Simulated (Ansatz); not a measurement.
# One shape, several levels: C3H4F4O (2,2,3,3-tetrafluoro-1-propanol)

We compute a comparison of 6 runs (HF/6-31G*, BHLYP/6-31G*, CAM-B3LYP/6-31G*, PBE/6-31G*, r2SCAN/6-31G*, MP2/6-31G*) of C3H4F4O (2,2,3,3-tetrafluoro-1-propanol). 

Program for the calculation: Ansatz 0.2.0.

57 further runs of the same task are left out: 1 that didn't finish, 56 set aside as unsound or not needed. Runs told in other sessions of the task aren't counted.

## 1. Starting point

C3H4F4O has 12 atoms, charge 0, and is taken as a singlet. SMILES: `OCC(F)(F)C(F)F`. The C2–C3 distance was set to 2.273 Å, away from the relaxed value. At this shape a bond of the SMILES string is far longer than usual.

Bond lengths: O1–C2 1.401 Å, C3–F4 1.348 Å, C3–F5 1.362 Å, C3–C6 1.530 Å, C6–F7 1.351 Å, C6–F8 1.345 Å, O1–H9 0.962 Å, C2–H10 1.097 Å, C2–H11 1.090 Å, C6–H12 1.093 Å. Some angles: F4–C3–F5 107.7°, F4–C3–C6 109.5°, F5–C3–C6 107.0°, C3–C6–F7 108.8°, C3–C6–F8 109.8°, F7–C6–F8 108.4°, O1–C2–H10 113.0°, O1–C2–H11 107.8°, C2–O1–H9 108.4°, C3–C6–H12 111.2°. A long bond or contact: C2–C3 2.273 Å.

## 2. The energy at HF/6-31G(d) (spherical functions) (run 1)

Input file input.yaml:

```yaml
crystal:
  periodic: [false, false, false]
  atoms:
    - symbol: O
      position_ang: [0.579514, 2.207263, -1.162373]
    - symbol: C
      position_ang: [1.310194, 1.032153, -0.942733]
    - symbol: C
      position_ang: [0.229850, -0.361420, 0.491610]
    - symbol: F
      position_ang: [0.994010, -1.447260, 0.725190]
    - symbol: F
      position_ang: [0.046940, 0.280610, 1.679320]
    - symbol: C
      position_ang: [-1.151250, -0.804240, 0.004940]
    - symbol: F
      position_ang: [-1.008330, -1.466360, -1.163620]
    - symbol: F
      position_ang: [-1.702680, -1.640700, 0.901800]
    - symbol: H
      position_ang: [0.579344, 2.721673, -0.349973]
    - symbol: H
      position_ang: [2.306784, 1.218143, -0.524563]
    - symbol: H
      position_ang: [1.426194, 0.528363, -1.902833]
    - symbol: H
      position_ang: [-1.810000, 0.054390, -0.147350]
basis:
  gaussian:
    orbitals: 6-31G_st_-spherical.json
accuracy: high
hamiltonian:
  xc: hf
output:
  orbitals: {seedname: orbitals}
```

The basis set 6-31G* is read from a file made from the Basis Set Exchange's data (not shown).

On the command line:

```bash
$ ansatz run input.yaml --threads 1 --pin off --max-ram 3480MiB --events-out events.jsonl --progress --plain --runs-dir runs
```

Output:

```text
Warning: RAYON_NUM_THREADS=1 ignored (pool sized by the plan → 1); use --threads N
Functional definition: HF
  name "HF"
  exchange = exact_x
  correlation = 0
2836 factors; integrals over basis functions are off by at most 8.1e-9 eV
mean field evaluation 1: about -16005.7503 eV, gradient 5.2e1 eV
mean field evaluation 2: about -16005.8591 eV, gradient 5.2e1 eV
mean field evaluation 4: about -16011.4652 eV, gradient 4.6e0 eV
mean field evaluation 8: about -16011.5511 eV, gradient 3.6e-1 eV
mean field evaluation 16: about -16011.5519 eV, gradient 2.2e-8 eV
mean field -16011.55185015 eV, -588.4136774734 hartree, gradient 2.2e-8 eV, S^2 0.000000; 0 other end points of the search recorded, 0 dependent functions left out
reference -16011.55185015 eV, -588.4136774734 hartree; 33, 33 occupied and 87, 87 virtual orbitals, 2836 factors
Total energy: -16011.55185015 eV, -588.4136774734 hartree
```

Run time: 7.8 s. Hardware: 1 thread of Arm Neoverse V1, shared host; peak memory 0.47 GiB.

## 3. The energy at BHLYP/6-31G(d) (spherical functions) (run 2)

Input file input.yaml:

```yaml
crystal:
  periodic: [false, false, false]
  atoms:
    - {symbol: O, position_ang: [0.579514, 2.207263, -1.162373]}
    - {symbol: C, position_ang: [1.310194, 1.032153, -0.942733]}
    - {symbol: C, position_ang: [0.229850, -0.361420, 0.491610]}
    - {symbol: F, position_ang: [0.994010, -1.447260, 0.725190]}
    - {symbol: F, position_ang: [0.046940, 0.280610, 1.679320]}
    - {symbol: C, position_ang: [-1.151250, -0.804240, 0.004940]}
    - {symbol: F, position_ang: [-1.008330, -1.466360, -1.163620]}
    - {symbol: F, position_ang: [-1.702680, -1.640700, 0.901800]}
    - {symbol: H, position_ang: [0.579344, 2.721673, -0.349973]}
    - {symbol: H, position_ang: [2.306784, 1.218143, -0.524563]}
    - {symbol: H, position_ang: [1.426194, 0.528363, -1.902833]}
    - {symbol: H, position_ang: [-1.810000, 0.054390, -0.147350]}
basis:
  gaussian: {orbitals: 6-31G_st_-spherical.json}
hamiltonian: {xc: {name: BHLYP}}
accuracy: high
output: {orbitals: {seedname: orbitals}}
```

The basis set 6-31G* is read from a file made from the Basis Set Exchange's data (not shown).

On the command line:

```bash
$ ansatz run input.yaml --threads 1 --pin off --max-ram 3480MiB --events-out events.jsonl --progress --plain --runs-dir runs
```

Output:

```text
Warning: RAYON_NUM_THREADS=1 ignored (pool sized by the plan → 1); use --threads N
Functional definition: BHLYP
  name "BHLYP"
  parameter a = 0.5
  exchange = (1 - a)*b88_x + a*exact_x
  correlation = lyp_c
2836 factors; integrals over basis functions are off by at most 8.1e-9 eV
mean field evaluation 1: about -16075.2206 eV, gradient 5.3e1 eV
mean field evaluation 2: about -16072.4301 eV, gradient 6.6e1 eV
mean field evaluation 4: about -16080.0483 eV, gradient 2.4e0 eV
mean field evaluation 8: about -16080.1203 eV, gradient 1.5e-1 eV
mean field evaluation 16: about -16080.1204 eV, gradient 1.8e-4 eV
mean field -16080.12038407 eV, -590.9335246176 hartree, gradient 8.1e-8 eV, S^2 0.000000; 0 other end points of the search recorded, 0 dependent functions left out
reference -16080.12040598 eV, -590.9335254227 hartree; 33, 33 occupied and 87, 87 virtual orbitals, 2836 factors
Total energy: -16080.12040598 eV, -590.9335254227 hartree
```

Run time: 18 s. Hardware: 1 thread of Arm Neoverse V1, shared host; peak memory 0.53 GiB.

Runs 3 to 5 aren't shown in full; the table further down has their settings and results.

## 4. A single-point energy at MP2/6-31G(d) (spherical functions) (run 6)

Input file in.yaml:

```yaml
crystal:
  periodic: [false, false, false]
  atoms:
    - symbol: O
      position_ang: [0.579514, 2.207263, -1.162373]
    - symbol: C
      position_ang: [1.310194, 1.032153, -0.942733]
    - symbol: C
      position_ang: [0.229850, -0.361420, 0.491610]
    - symbol: F
      position_ang: [0.994010, -1.447260, 0.725190]
    - symbol: F
      position_ang: [0.046940, 0.280610, 1.679320]
    - symbol: C
      position_ang: [-1.151250, -0.804240, 0.004940]
    - symbol: F
      position_ang: [-1.008330, -1.466360, -1.163620]
    - symbol: F
      position_ang: [-1.702680, -1.640700, 0.901800]
    - symbol: H
      position_ang: [0.579344, 2.721673, -0.349973]
    - symbol: H
      position_ang: [2.306784, 1.218143, -0.524563]
    - symbol: H
      position_ang: [1.426194, 0.528363, -1.902833]
    - symbol: H
      position_ang: [-1.810000, 0.054390, -0.147350]
basis:
  gaussian: {orbitals: 6-31G_st_-spherical.json}
correlation: {method: mp2, frozen_orbitals: {C: 1, F: 1, H: 0, O: 1}}
accuracy: high
```

The basis set 6-31G* is read from a file made from the Basis Set Exchange's data (not shown).

On the command line:

```bash
$ ansatz run in.yaml --threads 1 --pin off --max-ram 3480MiB --events-out events.jsonl --progress --plain --runs-dir runs
```

Output:

```text
Warning: RAYON_NUM_THREADS=1 ignored (pool sized by the plan → 1); use --threads N
Functional definition: HF
  name "HF"
  exchange = exact_x
  correlation = 0
2836 factors; integrals over basis functions are off by at most 8.1e-9 eV
mean field evaluation 1: about -16005.7503 eV, gradient 5.2e1 eV
mean field evaluation 2: about -16005.8591 eV, gradient 5.2e1 eV
mean field evaluation 4: about -16011.4652 eV, gradient 4.6e0 eV
mean field evaluation 8: about -16011.5511 eV, gradient 3.6e-1 eV
mean field evaluation 16: about -16011.5519 eV, gradient 2.2e-8 eV
mean field -16011.55185015 eV, -588.4136774734 hartree, gradient 2.2e-8 eV, S^2 0.000000; 0 other end points of the search recorded, 0 dependent functions left out; unrestricted orbitals would lower it
8 core orbitals not correlated: weight in the atoms' cores, before any rotation towards them, 1.000 or more for the frozen orbitals, at most 0.000 for the correlated occupied ones
reference -16011.55185015 eV, -588.4136774734 hartree; 25, 25 occupied and 87, 87 virtual orbitals, 2836 factors
second order -33.89011802 eV of doubles, -0.00000000 eV of singles
Total energy: -16045.44196817 eV, -589.6591163391 hartree
```

Run time: 10 s. Hardware: 1 thread of Arm Neoverse V1, shared host; peak memory 0.47 GiB.

## 5. Overview of the runs

```csv
run,level,frozen core orbitals,energy (Eh),HOMO energy (eV),LUMO energy (eV),HOMO–LUMO gap (eV),wall time
1,HF/6-31G* (spherical functions),–,-588.413677,-10.29,3.14,13.42,7.8 s
2,BHLYP/6-31G* (spherical functions),–,-590.933525,-8.34,0.25,8.58,18 s
3,CAM-B3LYP/6-31G* (spherical functions),–,-591.011422,-8.29,0.42,8.71,19 s
4,PBE/6-31G* (spherical functions),–,-590.601689,-5.54,-1.51,4.03,14 s
5,r2SCAN/6-31G* (spherical functions),–,-590.931194,-5.95,-1.52,4.43,26 s
6,MP2/6-31G* (spherical functions),8,-589.659116,–,–,–,10 s
```

## 6. Results

| quantity | value |
| --- | --- |
| run 6: total energy | -589.65912 Eh |
| run 6: correlation energy (8 core orbitals frozen) | -1245.4 mEh |

In words: Over runs 1, 2, 3, 4, 5 the HOMO–LUMO gap runs from 4.03 eV (PBE/6-31G*) to 13.42 eV (HF/6-31G*). Exact exchange widens orbital gaps. Totals of different functionals can't be ranked against each other. In run 6 the log says that unrestricted orbitals would lower the reference, so the values rest on an unstable closed-shell determinant (other closed-shell runs at this shape may share the fault). In all runs a closed-shell determinant meets a far-stretched bond; if it breaks into open shells, such a determinant describes it badly, and no broken-symmetry solution was shown. All runs together took 95 s, the longest 26 s.
